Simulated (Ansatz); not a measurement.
# BeAu: the cost of one run

Computed with Ansatz 0.2.0 (DFT PBEsol, scalar-relativistic, plane waves, PAW, unless a step's input says otherwise).

1 further run of the same task is left out (set aside as unsound or not needed).

## 1. Starting point

The structure is cubic, space group P2_13 (No. 198). Conventional cell: a = 4.659 Å, b = 4.659 Å, c = 4.659 Å, α = 90.00°, β = 90.00°, γ = 90.00°. Around Be (site symmetry 3) lie 7 Au at 2.48 to 2.50 Å. Around Au (site symmetry 3) lie 7 Be at 2.48 to 2.50 Å.

Coordinates:

```
Be Au
1.0
     4.65879    0.00000    0.00000
     0.00000    4.65879    0.00000
     0.00000    0.00000    4.65879
Be Au
4 4
Direct
  0.84584 0.84584 0.84584
  0.65416 0.15416 0.34584
  0.34584 0.65416 0.15416
  0.15416 0.34584 0.65416
  0.15276 0.15276 0.15276
  0.34724 0.84724 0.65276
  0.65276 0.34724 0.84724
  0.84724 0.65276 0.34724
```

It is the result of an earlier relaxation at this level (volume 12.64 Å³/atom; gap on the mesh: none (metal)).

## 2. Electronic structure at the relaxed geometry

Contents of input.yaml:

```yaml
crystal:
  lattice:
    - [4.658793641, 0.0, 0.0]
    - [0.0, 4.658793641, 0.0]
    - [0.0, 0.0, 4.658793641]
  atoms:
    - { symbol: Be, position: [0.8458393603, 0.8458393603, 0.8458393603] }
    - { symbol: Be, position: [0.6541606397, 0.1541606397, 0.3458393603] }
    - { symbol: Be, position: [0.3458393603, 0.6541606397, 0.1541606397] }
    - { symbol: Be, position: [0.1541606397, 0.3458393603, 0.6541606397] }
    - { symbol: Au, position: [0.1527606943, 0.1527606943, 0.1527606943] }
    - { symbol: Au, position: [0.3472393057, 0.8472393057, 0.6527606943] }
    - { symbol: Au, position: [0.6527606943, 0.3472393057, 0.8472393057] }
    - { symbol: Au, position: [0.8472393057, 0.6527606943, 0.3472393057] }
basis:
  ecutwfc: 420
kpoints:
  mp_grid: { grid: [8, 8, 8] }
  band_path:
    path:
      - [[0.0, 0.0, 0.0], [0.0, 0.5, 0.0], [0.5, 0.5, 0.0], [0.0, 0.0, 0.0], [0.5, 0.5, 0.5], [0.0, 0.5, 0.0]]
      - [[0.5, 0.5, 0.5], [0.5, 0.5, 0.0], [0.5, 0.0, 0.0]]
    npoints: 14
hamiltonian:
  xc: pbesol
scf:
  occupations: { method: gaussian, width: 0.1 }
  n_extra_bands: 20
output:
  forces: true
  stress: true
  eigenvalues: true
  populations: true
  dos: { projected: true, de: 0.02, nscf_kmesh: { grid: [12, 12, 12] } }
  bader: true
```

Started as:

```
ansatz run input.yaml --threads 2 --pin off --max-ram 5120MiB --backend cpu --events-out ev --progress --plain --runs-dir out
```

What time and memory should one allow on 2 threads of Arm Neoverse V1, shared host?

About 1.8 min, with a peak of 0.68 GiB.
